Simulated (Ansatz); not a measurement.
# BF: the cost of one run

Method: DFT PBE, scalar-relativistic, plane waves, PAW, in Ansatz 0.2.0.

2 further runs of the same task are left out: 1 that didn't finish, 1 set aside as unsound or not needed.

### Step 1. Starting point

It takes space group Pc (No. 7, monoclinic). Conventional cell: a = 3.114 Å, b = 4.591 Å, c = 2.808 Å, α = 90.00°, β = 112.37°, γ = 90.00°. B (site symmetry 1) is surrounded by 2 B at 1.40 Å. F (site symmetry 1) has 1 B at 1.71 Å and 2 F at 1.86 Å as nearest neighbours.

Coordinates:

```
B F
1.0
     3.11393    0.00000    0.00000
     0.00000    4.59104    0.00000
    -1.06845    0.00000    2.59639
B F
2 2
Direct
  0.25000 0.50405 0.24595
  0.25000 0.49595 0.74595
  0.12500 0.13293 0.66110
  0.12500 0.86707 0.16110
```

This is candidate A: random cell with space group Pc (No. 7).

### Step 2. Rough relaxation on the coarse mesh (candidate A)

Input file input.yaml:

```yaml
crystal:
  lattice:
    - [3.1139327533, 0.0, 0.0]
    - [0.0, 4.5910425414, 0.0]
    - [-1.0684463476, 0.0, 2.5963913401]
  atoms:
    - { symbol: B, position: [0.25, 0.5040548479, 0.2459451521] }
    - { symbol: B, position: [0.25, 0.4959451521, 0.7459451521] }
    - { symbol: F, position: [0.125, 0.1329283541, 0.6610973806] }
    - { symbol: F, position: [0.125, 0.8670716459, 0.1610973806] }
basis:
  ecutwfc: 420
kpoints:
  mp_grid: { grid: [6, 4, 6] }
hamiltonian:
  xc: pbe
scf:
  occupations: { method: gaussian, width: 0.1 }
  lower_state_search: "off"
output:
  forces: true
  stress: true
  eigenvalues: true
relax:
  adjacent_minimum: "off"
  f_tol: 0.04
  max_steps: 70
  cell: { stress_tol: 0.4 }
```

Command:

```console
ansatz run input.yaml --threads 1 --pin off --max-ram 2560MiB --backend cpu --events-out ev --progress --plain --runs-dir out
```

Q: Estimate wall time and peak memory on 1 thread of Arm Neoverse V1, shared host.

About 2.3 min, with a peak of 0.33 GiB.
